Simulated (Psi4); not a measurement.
# CCSD(T)/6-311+G(d,p) run of AlCl3 (aluminium trichloride (monomer))

What is the energy change on altering one bond length of AlCl3 (aluminium trichloride (monomer)) at CCSD(T)/6-311+G**? 

The calculation is run with Psi4 1.11.

3 further runs of the same task are left out: 3 set aside as unsound or not needed.

## (1) The system as given

AlCl3: 4 atoms, total charge 0, spin state singlet. SMILES: `Cl[Al](Cl)Cl`. The coordinates come from a PBE0-D4/def2-TZVP relaxation.

Bond lengths: Cl1–Al2 2.069 Å, Al2–Cl3 2.069 Å, Al2–Cl4 2.069 Å. Angles: Cl1–Al2–Cl3 120.0°, Cl1–Al2–Cl4 120.0°, Cl3–Al2–Cl4 120.0°.

## (2) A single-point energy at CCSD(T)/6-311+G(d,p)

File run.py:

```python
import psi4

psi4.set_memory(2200000000)
psi4.set_num_threads(1)
psi4.core.set_output_file('alcl3.out', False)

m = psi4.geometry("""
0 1
Cl    -2.14493364    -0.20492190     3.26206413
Al     0.00001890     0.00000000    -0.00003779
Cl     3.29182732    -2.08631433    -0.30921589
Cl    -1.14691258     2.29125513    -2.95282935
units bohr
symmetry c1
""")

psi4.set_options({
    'basis': '6-311+G**',
    'reference': 'rhf',
    'puream': True,
    'e_convergence': 1e-09,
    'd_convergence': 1e-08,
    'scf_type': 'pk',
    'num_frozen_docc': 20,
})

result = psi4.energy("ccsd(t)")
print(f'total energy {result:.8f} hartree = {result * 27.211386:.5f} eV')
```

Run with:

```bash
$ python run.py
```

alcl3.out:

```text
[...]
  Running in c1 symmetry.
[...]
  Nuclear repulsion =  297.623989508481714
[...]
  Multiplicity = 1
[...]
  Nalpha       = 32
  Nbeta        = 32
[...]
    Number of basis functions: 120
[...]
   @RHF iter   1: -1620.63191707625356   -4.76938e-01   2.51122e-03 DIIS/ADIIS
[...]
   @RHF iter  10: -1620.67191232880396   -2.95586e-12   2.15144e-09 DIIS
[...]
    Orbital Energies [Eh]
    ---------------------
    Doubly Occupied:
       1A   -104.846932     2A   -104.846932     3A   -104.846929
       4A    -58.592121     5A    -10.574672     6A    -10.574670
       7A    -10.574660     8A     -8.042405     9A     -8.042404
      10A     -8.042402    11A     -8.040583    12A     -8.040582
      13A     -8.040580    14A     -8.040386    15A     -8.040385
      16A     -8.040383    17A     -4.998418    18A     -3.314978
      19A     -3.314071    20A     -3.314071    21A     -1.121769
      22A     -1.101569    23A     -1.101567    24A     -0.623812
      25A     -0.551565    26A     -0.551562    27A     -0.514151
      28A     -0.496598    29A     -0.496596    30A     -0.487749
      31A     -0.487747    32A     -0.468571
[...]
  @RHF Final Energy: -1620.67191232880396
   => Energetics <=
    Nuclear Repulsion Energy =            297.6239895084817135
    One-Electron Energy =               -2836.2481609529449997
    Two-Electron Energy =                 917.9522591156593307
    Total Energy =                      -1620.6719123288039555
[...]
 Multipole Moments:
 ------------------------------------------------------------------------------------
     Multipole            Electronic (a.u.)      Nuclear  (a.u.)        Total (a.u.)
 ------------------------------------------------------------------------------------
 L = 1.  Multiply by 2.5417464519 to convert [e a0] to [Debye]
 Dipole X            :          0.0000292           -0.0000023            0.0000269
 Dipole Y            :         -0.0000075            0.0000006           -0.0000069
 Dipole Z            :         -0.0000527            0.0000041           -0.0000486
 Magnitude           :                                                    0.0000560
[...]
      * MP2 total energy                      = -1621.130143379547235
[...]
      * CCSD total energy                     = -1621.166918206134369
[...]
      * CCSD(T) total energy                  = -1621.179856678553506
```

Standard output:

```text
total energy -1621.17985668 hartree = -44114.55086 eV
```

Wall time 93 s (1 thread of Intel Xeon Platinum 8259CL at 2.50GHz (Skylake/Cascade Lake), shared host); peak memory 1.4 GiB.

## (3) The distorted shape

File calc.inp:

```
memory 2200 MB

molecule mol {
  0 1
  Cl    -1.305289    -0.124704     1.985115
  Al     0.000010     0.000000    -0.000020
  Cl     1.741960    -1.104030    -0.163630
  Cl    -0.606920     1.212480    -1.562570
  units angstrom
  symmetry c1
  no_reorient
  no_com
}

set globals {
  reference rhf
  puream true
  e_convergence 1e-09
  d_convergence 1e-08
  scf_type pk
  num_frozen_docc 20
}

result = energy('ccsd(t)/6-311+G**')
```

Run with:

```bash
$ psi4 calc.inp calc.out -n 1
```

calc.out:

```text
[...]
  Running in c1 symmetry.
[...]
  Nuclear repulsion =  284.232421928588565
[...]
  Multiplicity = 1
[...]
  Nalpha       = 32
  Nbeta        = 32
[...]
    Number of basis functions: 120
[...]
   @RHF iter   1: -1620.59787008826925   -6.33332e-01   2.67612e-03 ADIIS/DIIS
[...]
   @RHF iter  11: -1620.65023777953820   -1.81899e-12   3.01342e-09 DIIS
[...]
    Orbital Energies [Eh]
    ---------------------
    Doubly Occupied:
       1A   -104.860858     2A   -104.860858     3A   -104.831277
       4A    -58.623185     5A    -10.588285     6A    -10.588277
       7A    -10.555000     8A     -8.056015     9A     -8.056014
      10A     -8.054119    11A     -8.054118    12A     -8.053921
      13A     -8.053921    14A     -8.022542    15A     -8.020928
      16A     -8.020799    17A     -5.024739    18A     -3.341895
      19A     -3.340927    20A     -3.339421    21A     -1.127894
      22A     -1.113646    23A     -1.063307    24A     -0.624240
      25A     -0.557402    26A     -0.533713    27A     -0.518505
      28A     -0.499095    29A     -0.493331    30A     -0.489841
      31A     -0.461946    32A     -0.457407
[...]
  @RHF Final Energy: -1620.65023777953820
   => Energetics <=
    Nuclear Repulsion Energy =            284.2324219285885647
    One-Electron Energy =               -2809.1904748358151664
    Two-Electron Energy =                 904.3078151276881727
    Total Energy =                      -1620.6502377795382017
[...]
 Multipole Moments:
 ------------------------------------------------------------------------------------
     Multipole            Electronic (a.u.)      Nuclear  (a.u.)        Total (a.u.)
 ------------------------------------------------------------------------------------
 L = 1.  Multiply by 2.5417464519 to convert [e a0] to [Debye]
 Dipole X            :          5.8125560           -5.4690620            0.3434939
 Dipole Y            :          0.5549728           -0.5221653            0.0328075
 Dipole Z            :         -8.8396456            8.3172421           -0.5224035
 Magnitude           :                                                    0.6260749
[...]
      * MP2 total energy                      = -1621.107973640481532
[...]
      * CCSD total energy                     = -1621.145205431403156
[...]
      * CCSD(T) total energy                  = -1621.158781074868102
[...]
```

It took 97 s on 1 thread of Intel Xeon Platinum 8259CL at 2.50GHz (Skylake/Cascade Lake), shared host; peak memory 1.4 GiB.

## (4) Summary of results

Level: CCSD(T)/6-311+G**, 20 core orbitals frozen.

| quantity | value |
| --- | --- |
| first shape: total energy | -1621.17986 Eh |
| first shape: HOMO energy (Hartree–Fock orbitals) | -12.75 eV |
| first shape: LUMO energy (Hartree–Fock orbitals) | 0.69 eV |
| first shape: HOMO–LUMO gap (Hartree–Fock orbitals) | 13.44 eV |
| first shape: correlation energy (20 core orbitals frozen) | -507.9 mEh |
| first shape: (T) correction | -12.94 mEh |
| first shape: T1 diagnostic | 0.010 |
| distorted shape: total energy | -1621.15878 Eh |
| distorted shape: HOMO energy (Hartree–Fock orbitals) | -12.45 eV |
| distorted shape: LUMO energy (Hartree–Fock orbitals) | 0.32 eV |
| distorted shape: HOMO–LUMO gap (Hartree–Fock orbitals) | 12.77 eV |
| distorted shape: correlation energy (20 core orbitals frozen) | -508.5 mEh |
| distorted shape: (T) correction | -13.58 mEh |
| distorted shape: T1 diagnostic | 0.011 |
| energy change with the Cl1–Al2 bond stretched from 2.069 to 2.379 Å | 0.573 eV |

What this shows: With the Cl1–Al2 bond stretched from 2.069 to 2.379 Å the energy rises by 0.57 eV (55.3 kJ/mol). The first shape isn't relaxed at this level, so the change isn't measured from a minimum. The triples (first shape) make up 2.5 % of the correlation energy. The triples (distorted shape) make up 2.7 % of the correlation energy.
